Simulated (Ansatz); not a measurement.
This was printed by a script on Ansatz's Python interface, for a single point in a Gaussian basis of C₅H₁₀Se, SMILES C=C(C)C[Se]C. What did the script look like? Use: revpbe0, def2-SVPD basis, multiplicity 1.

```yaml
atoms:
  - { symbol: C, position_ang: [-1.7538, 1.2015, 0.4631] }
  - { symbol: C, position_ang: [-1.1572, 0.0132, 0.2899] }
  - { symbol: C, position_ang: [-2.0020, -1.2183, 0.1010] }
  - { symbol: C, position_ang: [0.3470, -0.0842, 0.3067] }
  - { symbol: Se, position_ang: [1.0908, 0.7409, -1.2990] }
  - { symbol: C, position_ang: [2.9178, 0.3692, -0.7376] }
  - { symbol: H, position_ang: [-1.1664, 2.1032, 0.6101] }
  - { symbol: H, position_ang: [-2.8366, 1.2861, 0.4603] }
  - { symbol: H, position_ang: [-2.6462, -1.0972, -0.7955] }
  - { symbol: H, position_ang: [-1.3751, -2.1231, -0.0414] }
  - { symbol: H, position_ang: [-2.6453, -1.3732, 0.9930] }
  - { symbol: H, position_ang: [0.6736, -1.1446, 0.3420] }
  - { symbol: H, position_ang: [0.7458, 0.4259, 1.2097] }
  - { symbol: H, position_ang: [3.6204, 0.7506, -1.5065] }
  - { symbol: H, position_ang: [3.1254, 0.8750, 0.2280] }
  - { symbol: H, position_ang: [3.0618, -0.7251, -0.6237] }
```

Running `python c5h10se.py` prints:
```text
E = -70679.137312 eV = -2597.4103882 Ha
converged: True  doubts: none
forces (eV/A)
  C     0.1827   -0.0889    0.0257
  C    -0.1912    0.3474    0.1723
  C     0.0540   -0.4807   -0.1866
  C    -0.2450   -0.4391    0.5354
  Se    0.2632   -0.0177    0.0560
  C     0.5155   -0.0379   -0.0499
  H     0.0173    0.2283    0.0210
  H    -0.1948    0.1028    0.0013
  H     0.1166   -0.1897    0.3596
  H    -0.3215    0.2571    0.0372
  H     0.1408   -0.0588   -0.3782
  H    -0.0552    0.3747   -0.0489
  H     0.0061   -0.0825   -0.4054
  H    -0.2426   -0.1324    0.2595
  H    -0.0463   -0.1556   -0.3387
  H     0.0004    0.3731   -0.0600
dipole moment 1.571 D
Mulliken: [('C', -0.043), ('C', -1.518), ('C', 0.488), ('C', -0.188), ('Se', -0.026), ('C', -0.193), ('H', 0.139), ('H', 0.08), ('H', 0.172), ('H', 0.164), ('H', 0.181), ('H', 0.263), ('H', 0.203), ('H', 0.032), ('H', 0.131), ('H', 0.115)]
```

The script that was run (others could print the same):

`c5h10se.py`:
```python
# -*- coding: utf-8 -*-
import sys

import ansatz as az
import numpy as np

GEOMETRY = """
C    -1.75380    1.20150    0.46310
C    -1.15720    0.01320    0.28990
C    -2.00200   -1.21830    0.10100
C     0.34700   -0.08420    0.30670
Se    1.09080    0.74090   -1.29900
C     2.91780    0.36920   -0.73760
H    -1.16640    2.10320    0.61010
H    -2.83660    1.28610    0.46030
H    -2.64620   -1.09720   -0.79550
H    -1.37510   -2.12310   -0.04140
H    -2.64530   -1.37320    0.99300
H     0.67360   -1.14460    0.34200
H     0.74580    0.42590    1.20970
H     3.62040    0.75060   -1.50650
H     3.12540    0.87500    0.22800
H     3.06180   -0.72510   -0.62370
"""


def main():
    mol = az.Crystal.molecule()
    for line in GEOMETRY.strip().splitlines():
        symbol, *xyz = line.split()
        mol = mol.atom(symbol, [float(v) for v in xyz])

    setup = (
        mol.calculation()
        .basis(gaussian="def2-SVPD")
        .functional("REVPBE0")
        .accuracy("high")
        .forces()
    )
    try:
        rep = setup.run().report
    except az.AnsatzError as error:
        sys.exit(f"{type(error).__name__}: {error}")

    print(f"E = {rep['free_energy_ev']:.6f} eV = {rep['free_energy_ev'] / 27.211386246:.7f} Ha")
    print("converged:", rep["converged"], " doubts:", rep["published_state_doubts"] or "none")

    symbols = [site.symbol for site in mol.cartesian_sites]
    print("forces (eV/A)")
    for symbol, f in zip(symbols, rep["forces_ev_ang"]):
        print(f"  {symbol:2s} {f[0]:9.4f} {f[1]:9.4f} {f[2]:9.4f}")

    charges = rep["charge_distribution"]
    print("dipole moment", round(4.803205 * float(np.linalg.norm(charges["dipole_moment_e_ang"])), 3), "D")
    print("Mulliken:", [(s, round(q, 3)) for s, q in zip(symbols, charges["mulliken_charges_e"])])


if __name__ == "__main__":
    main()
```

Caveats:
- These settings explore the input space; basis and method may be short of convergence.
- The geometry is a force-field or estimated start, not a minimum of this method, and the basis set is short of its limit.
- Mulliken charges are unreliable in a basis with diffuse functions.
- Run time: 73 s on 1 thread of Arm Neoverse V2, on a shared host, peak memory 1.8 GiB.

(A comment or docstring line of the script was reworded after the run, the code is as it ran; lines on the test bed's own set-up are left out of the output.)
